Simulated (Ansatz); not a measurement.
This script drives Ansatz 0.2.0 through its Python package.

`mns_ecut.py`
```python
"""Convergence of MnS with the plane-wave cutoff."""

import csv
import warnings

import ansatz as az

warnings.simplefilter("ignore", az.DeckWarning)

crystal = (
    az.Lattice.from_parameters(3.683319, 3.683319, 3.683319, alpha=60.0, beta=60.0, gamma=60.0)
    .atom("Mn", (0.0, 0.0, 0.0))
    .atom("S", (0.5, 0.5, 0.5))
    .moments(Mn=5.2)
)

job = (
    crystal.calculation()
    .kpoints(length=27)
    .spin("collinear")
    .scf(extra_bands=6)
    .initial_density(normalization="atom")
    .occupations(az.OccupationsMethod.METHFESSEL_PAXTON, width=0.01)
    .functional("rpbe")
)

rows = []
for value in [250, 325, 400, 475, 550, 625]:
    summary = job.basis(value).run(threads=1, backend="cpu").report
    rows.append((value, summary["free_energy_ev"] / len(summary["lattice"]["sites"]), summary["n_iterations"], summary["magnetization_mub"], summary["n_pw"]))

with open("ecut.csv", "w", newline="") as handle:
    writer = csv.writer(handle)
    writer.writerow(["cutoff (eV)", "F/atom (eV)", "iterations", "moment (muB)", "plane waves"])
    writer.writerows([round(v, 5) if isinstance(v, float) else v for v in row] for row in rows)

# differences from the last row
for row in rows[:-1]:
    shift = 1000 * (row[1] - rows[-1][1])
    print(f"{row[0]}: {shift:+.2f} meV/atom" + ("  (within 5 meV)" if abs(shift) < 5 else ""))
```

It is started by `python mns_ecut.py`. How long does it take on 1 thread of Arm Neoverse V1 (shared host), and how much memory does it need?

It took about 23 s, with a peak of 0.43 GiB, for 6 runs of the engine.

`python mns_ecut.py` gives:
```text
250: +626.25 meV/atom
325: +19.40 meV/atom
400: +3.15 meV/atom  (within 5 meV)
475: +1.41 meV/atom  (within 5 meV)
550: +0.45 meV/atom  (within 5 meV)
```

It writes `ecut.csv`:
```csv
cutoff (eV),F/atom (eV),iterations,moment (muB),plane waves
250,-2404.43945,11,4.7915,331
325,-2405.0463,11,4.79158,459
400,-2405.06255,11,4.79183,645
475,-2405.06429,11,4.79171,869
550,-2405.06525,11,4.79165,1037
625,-2405.0657,11,4.79162,1243
```

From 400 eV on it stays within 5 meV an atom of the value at 625 eV; the first row (250 eV) is off by 626.3 meV and the last but one by 0.45 meV. The energy falls steadily, as expected when plane waves are added. The last run costs about 2.6 times the first.

The magnetic order follows from the starting moments and needn't be the lowest. For a metal this k-point mesh is coarse: on a finer one energies can move by several to tens of meV an atom and pressures by half a GPa or more, differences at one mesh by less. With one magnetic atom the cell can hold only ferromagnetic order. Of the deposited cell: the entry's cell lengths or inner coordinates differ somewhat from later room-temperature determinations. Without a Hubbard U or exact exchange, semilocal functionals often make such 3d compounds metallic or too weakly gapped. The starting cell is as deposited in a crystallographic database; the results hold for this polymorph, which needn't be the stable one. Shifts are counted from the last row, which is itself no proven limit. The script silences the warnings on its input, which a real study should read.

(Lines on the test bed's own set-up are left out of the output.)
